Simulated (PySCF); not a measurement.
# doublet SnTe− at 5 levels

Aim: a comparison of 5 runs (UHF/3-21G, U-r2SCAN/def2-TZVPPD, U-revPBE/def2-TZVPPD, UB3LYP/def2-TZVPPD, UPBE/def2-TZVPPD) of doublet SnTe−. The job is set up through a Python script.

The calculation is run with PySCF 2.14.0.

3 further runs of the same task are left out: 3 set aside as unsound or not needed.

## Step 1: The system as given

SnTe− has 2 atoms, charge -1, and is taken as a doublet. As SMILES of the parent species, `[Sn][Te]`. Geometry: a GFN2-xTB relaxation, a rough one for these elements and not checked as a minimum. That shape belongs to the parent species and isn't relaxed for this state.

Bond lengths: Sn1–Te2 2.537 Å.

## Step 2: The energy at UHF/3-21G (run 1)

run.py

```python
from pyscf import gto

mol = gto.M(
    atom=[
    ('Sn', (0.000000, 0.000000, 0.000000)),
    ('Te', (0.000000, 0.000000, 2.536770)),
],
    basis='3-21g',
    charge=-1,
    spin=1,
    max_memory=1860,
    verbose=3,
)

mf = mol.UHF()
mf.conv_tol = 1e-10
mf.kernel()
if not mf.converged:
    mf = mf.newton().run(mf.mo_coeff, mf.mo_occ)

e_final = mf.e_tot
print('Final energy', e_final)
```

Launch:

```sh
OMP_NUM_THREADS=1 python run.py
```

Log:

```text
converged SCF energy = -12579.0520555511  <S^2> = 0.78160399  2S+1 = 2.0313582
Final energy -12579.052055551054
```

Wall time 1.4 s (1 thread of Arm Neoverse V1, shared host); peak memory 0.13 GiB.

## Step 3: A single-point energy at U-r2SCAN/def2-TZVPPD (core potential) (run 2)

calc.py

```python
from pyscf import gto, dft

system = gto.Mole()
system.atom = '''
Sn     0.000000     0.000000     0.000000
Te     0.000000     0.000000     4.793801
'''
system.max_memory = 1860
system.unit = 'bohr'
system.basis = 'def2-tzvppd'
system.verbose = 3
system.ecp = {'Sn': 'def2-svp', 'Te': 'def2-svp'}
system.spin = 1
system.charge = -1
system.build()

mf = dft.UKS(system)
mf.xc = 'r2scan'
mf.grids.level = 5
mf.conv_tol = 1e-10
mf.kernel()
if not mf.converged:
    mf = mf.newton().run(mf.mo_coeff, mf.mo_occ)

energy = mf.e_tot
print(f'total energy: {energy:.8f} hartree')
```

Launch:

```sh
OMP_NUM_THREADS=1 python calc.py
```

Log:

```text
converged SCF energy = -482.609081708597  <S^2> = 0.7581856  2S+1 = 2.0081689
total energy: -482.60908171 hartree
```

Run time: 61 s. Hardware: 1 thread of Arm Neoverse V1, shared host; peak memory 0.66 GiB.

Runs 3 to 4 aren't shown in full; the table further down has their settings and results.

## Step 4: A single-point energy at UPBE/def2-TZVPPD (core potential) (run 5)

run.py

```python
from pyscf import gto, dft

mol = gto.Mole()
mol.atom = [
    ('Sn', (0.000000, 0.000000, 0.000000)),
    ('Te', (0.000000, 0.000000, 2.536770)),
]
mol.spin = 1
mol.ecp = 'def2-svp'
mol.charge = -1
mol.basis = 'def2-tzvppd'
mol.max_memory = 1860
mol.verbose = 3
mol.build()

myscf = dft.UKS(mol)
myscf.xc = 'pbe'
myscf.grids.level = 5
myscf.conv_tol = 1e-10
myscf.kernel()
if not myscf.converged:
    myscf = myscf.newton().run(myscf.mo_coeff, myscf.mo_occ)

e_tot = myscf.e_tot
print('Final energy', e_tot)
```

Launch:

```sh
OMP_NUM_THREADS=1 python run.py
```

Log:

```text
WARN: HOMO -0.933154631811869 >= LUMO -0.933154631811867

converged SCF energy = -482.415956682786  <S^2> = 0.75368705  2S+1 = 2.0036837
Final energy -482.4159566827857
```

Run time: 23 s. Hardware: 1 thread of Arm Neoverse V1, shared host; peak memory 0.6 GiB.

## Step 5: The series

| run | level | core potential | integration grid | energy (Eh) | HOMO energy (eV) | LUMO energy (eV) | ⟨S²⟩ | wall time |
| --- | --- | --- | --- | --- | --- | --- | --- | --- |
| 1 | UHF/3-21G | – | – | -12579.052056 | -0.99 | 4.66 | 0.782 | 1.4 s |
| 2 | U-r2SCAN/def2-TZVPPD (core potential) | def2-svp | 5 | -482.609082 | 1.17 | 1.51 | 0.758 | 61 s |
| 3 | U-revPBE/def2-TZVPPD (core potential) | def2-svp | 5 | -482.514435 | 1.41 | 1.53 | 0.755 | 23 s |
| 4 | UB3LYP/def2-TZVPPD (core potential) | def2-svp | 5 | -482.586819 | 0.81 | 1.94 | 0.753 | 29 s |
| 5 | UPBE/def2-TZVPPD (core potential) | def2-svp | 5 | -482.415957 | 1.39 | 1.47 | 0.754 | 23 s |

## Step 6: Outcome

| quantity | value |
| --- | --- |
| run 5: total energy | -482.41596 Eh |
| run 5: HOMO energy (highest over α and β) | 1.39 eV |
| run 5: LUMO energy (lowest over α and β) | 1.47 eV |
| run 5: ⟨S²⟩ | 0.754 |

In words: Totals of different functionals can't be ranked against each other. Some runs of one species differ in core potentials or relativity; totals across that change don't compare. In runs 2, 3, 4, 5 the HOMO lies above zero, so the outermost electron may be held by the basis alone. In run 1 relativity is left out where basis or elements ask for it. All runs together took 2.3 min, the longest 61 s.
